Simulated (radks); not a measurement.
# Nuclear size and the levels of Ir⁺

The task here is to estimate one member of a computed series from the others.

Program: radks (a radial shooting solver on a logarithmic mesh, Libxc functionals) version 1. Level of theory: Dirac Kohn-Sham, PBE, spin-unpolarised, spherical densities, finite nucleus; open shells fill j = l - 1/2 first. These are calculated values, not measurements, unless marked.

## Starting point

```
element            : iridium (Z = 77)
charge             : +1
electrons          : 76
configuration      : [Xe] 4f14 5d7 6s1
nuclear rms radius : 5.4032 fm
```

Set-up of the first run:

The run's settings:

```text
Z 77
configuration [Xe] 4f14 5d7 6s1 6p0 7s0
relativity Dirac
functional pbe,pbe
spin unpolarised
j_filling energy
nucleus finite rms 5.4032 fm
c 137.035999084
```

Among the steps run: rms radius 5.4032 fm.

One of the session's tables, all rows but one given; the rest of the session is left out.

It belongs to the step «rms radius 5.4032 fm». Radial moments (bohr):

| level | <r> | outermost maximum (interpolated) | 90 % within | nodes |
| --- | --- | --- | --- | --- |
| 4f5/2 | 0.5315 | 0.393 | 0.863 | 0 |
| 4f7/2 | 0.5392 | 0.397 | 0.876 | 0 |
| 5p3/2 | 1.165 | 1.03 | 1.70 | 3 |
| 5d3/2 | ? | ? | ? | ? |
| 5d5/2 | 1.704 | 1.32 | 2.66 | 2 |
| 6s1/2 | 2.711 | 2.33 | 3.97 | 5 |
| 6p1/2 | 3.416 | 2.85 | 5.09 | 4 |
| 6p3/2 | 3.756 | 3.16 | 5.57 | 4 |

Q: Estimate the row for 5d3/2 from the others.

As computed: <r>: 1.638; outermost maximum (interpolated): 1.28; 90 % within: 2.55; nodes: 2. In the column «<r>» it lies between 5p3/2 (1.165) and 5d5/2 (1.704).
